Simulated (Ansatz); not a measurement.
# MnN: the cost of one run

Computed with Ansatz 0.2.0, Gaussian basis. Level: def2-TZVPP, core rule «outside noble gas», up to 10 orbitals frozen.

The runs, in order: UHF; CCSD(T) on ROHF; CCSD(T) on UHF; CCSDT(Q) on ROHF; CCSDT(Q) on UHF.

6 further runs of the same task are left out: 4 for a known fault of the program, 2 set aside as unsound or not needed.

## 1. What is computed

The geometry is a PBE0/def2-TZVP stationary point (not a proven minimum) of the parent state, kept for this charge and spin.

2 atoms, charge 1, spin multiplicity 4.

Atoms are counted from 1 here; the program's logs count them from 0.

Bond lengths: Mn1–N2 1.464 Å.

Coordinates:

| atom | x (Å) | y (Å) | z (Å) |
| --- | --- | --- | --- |
| Mn1 | 0.00000 | 0.00000 | 0.00000 |
| N2 | 0.00000 | 0.00000 | 1.46400 |

## 2. UHF

in.yaml

```yaml
crystal:
  periodic: [false, false, false]
  atoms:
    - {symbol: Mn, position_ang: [0.000000, 0.000000, 0.000000]}
    - {symbol: N, position_ang: [0.000000, 0.000000, 1.464000]}
basis:
  gaussian: {orbitals: def2-TZVPP}
total_charge: 1
magnetization: {spin_polarized: true, initial_magnetization: 3}
hamiltonian: {xc: hf}
output: {orbitals: {seedname: orbitals}}
```

Launch:

```sh
$ ansatz run in.yaml --threads 1 --pin off --events-out ev --progress --plain --max-ram 2816MiB --backend cpu
```

Q: Estimate wall time and peak memory on 1 thread of AMD EPYC 7R13, shared host.

About 11 s, with a peak of 0.27 GiB.
